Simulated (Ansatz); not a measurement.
This script drives Ansatz's Python interface.

Script `bend_ch5alosi.py`:
```python
# -*- coding: utf-8 -*-
"""Energy of CH5AlOSi against one bond angle."""

import warnings

import ansatz
from ase import Atoms

BASIS = "6-31G*"
XC = "pbe"
FORCE_TOL = 0.02

warnings.simplefilter("ignore", ansatz.DeckWarning)

atoms = Atoms(["O", "Si", "C", "Al", "H", "H", "H", "H", "H"], positions=[
    [-0.6006, 0.5446, -1.8614],
    [0.1853, 0.7852, -0.3902],
    [0.6526, -0.8742, 0.2831],
    [-0.7565, -0.3646, 1.4341],
    [-1.1047, 1.4486, -2.0341],
    [1.4024, 1.6311, -0.4625],
    [1.6953, -0.8728, 0.8148],
    [0.5369, -1.701, -0.407],
    [-1.9222, -0.6433, 2.6062],
])

# relax first, so that the scan starts from a minimum
first = ansatz.Crystal.molecule_from_ase(atoms).calculation()
first = first.basis(gaussian=BASIS).functional(XC)
first = first.relax(force_tolerance=FORCE_TOL, max_steps=80)
atoms.positions = first.run(threads=1, pin="off").report["positions_ang"]

rows = []
for angle in [90, 100, 110, 120, 135, 150, 165, 179]:
    bent = atoms.copy()
    bent.set_angle(1, 0, 4, angle, indices=[4])
    base = (
        ansatz.Crystal.molecule_from_ase(bent).calculation()
        .basis(gaussian=BASIS)
        .functional(XC)
    )
    rows.append((angle, base.run(threads=1, pin="off").report["free_energy_ev"]))
floor = min(e for _, e in rows)
for angle, e in rows:
    print(f"angle Si1-O0-H4 = {angle:3d} deg   {1000 * (e - floor):9.1f} meV")
```

It is started by `python bend_ch5alosi.py`. Estimate its wall time and peak memory on 1 thread of Intel(R) Xeon(R) 6975P-C (Granite Rapids), with other jobs on the host.

It took about 51 s, with a peak of 0.23 GiB, for 9 runs of the engine.

```console
$ python bend_ch5alosi.py
angle Si1-O0-H4 =  90 deg       243.5 meV
angle Si1-O0-H4 = 100 deg        70.4 meV
angle Si1-O0-H4 = 110 deg         0.0 meV
angle Si1-O0-H4 = 120 deg        11.2 meV
angle Si1-O0-H4 = 135 deg       134.3 meV
angle Si1-O0-H4 = 150 deg       316.4 meV
angle Si1-O0-H4 = 165 deg       480.4 meV
angle Si1-O0-H4 = 179 deg       561.8 meV
```

The scan is rigid, and the energies are electronic, in a modest basis. The zero is the lowest point of the grid, which needn't be the minimum.

(A comment or docstring line of the script was reworded after the run, the code is as it ran; lines on the test bed's own set-up are left out of the output.)
